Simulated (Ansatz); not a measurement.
# AlClFH3OSi: the cost of one run

Program: Ansatz 0.2.0. Level of theory: RKS B3LYP-D4/STO-3G. These are calculated values, not measurements.

## 1. The structure to begin with

Bond lengths: Al1–F2 1.690 Å, Al1–O3 1.780 Å, O3–Si4 1.680 Å, Si4–H5 1.460 Å, Si4–H6 1.460 Å, Si4–H7 1.460 Å, Al1–Cl8 2.230 Å. Angles: F2–Al1–O3 120.0°, F2–Al1–Cl8 120.0°, O3–Al1–Cl8 120.0°, Al1–O3–Si4 125.0°, O3–Si4–H5 109.5°, O3–Si4–H6 109.5°, O3–Si4–H7 109.5°, H5–Si4–H6 109.4°, H5–Si4–H7 109.4°, H6–Si4–H7 109.4°.

Structure file:

```xyz
8

Al    0.0000    0.0000    0.0000
F     0.0000    0.0000    1.6900
O     1.5415    0.0000   -0.8900
Si    2.3874   -1.3760   -1.3520
H     1.4599   -2.3514   -1.9176
H     3.3882   -1.0195   -2.3535
H     3.0504   -1.9546   -0.1870
Cl   -1.9312    0.0000   -1.1150
```

## 2. Preparing the start

input.yaml reads:

```yaml
crystal:
  periodic: [false, false, false]
  atoms:
    - { symbol: Al, position_ang: [0.0, 0.0, 0.0] }
    - { symbol: F, position_ang: [0.0, 0.0, 1.69] }
    - { symbol: O, position_ang: [1.5415, 0.0, -0.89] }
    - { symbol: Si, position_ang: [2.3874, -1.376, -1.352] }
    - { symbol: H, position_ang: [1.4599, -2.3514, -1.9176] }
    - { symbol: H, position_ang: [3.3882, -1.0195, -2.3535] }
    - { symbol: H, position_ang: [3.0504, -1.9546, -0.187] }
    - { symbol: Cl, position_ang: [-1.9312, 0.0, -1.115] }
basis:
  gaussian: { orbitals: STO-3G }
hamiltonian:
  xc: b3lyp
  dispersion: d4
relax:
  f_tol: 0.02
  max_steps: 40
```

The run is started by

```
$ ansatz run input.yaml --threads 1 --pin off --max-ram 2048MiB --backend cpu --events-out ev --progress --plain --runs-dir out
```

**Question.** How long does this run take on 1 thread of Arm Neoverse V1, shared host, and how much memory does it need?

About 77 s, with a peak of 0.17 GiB.
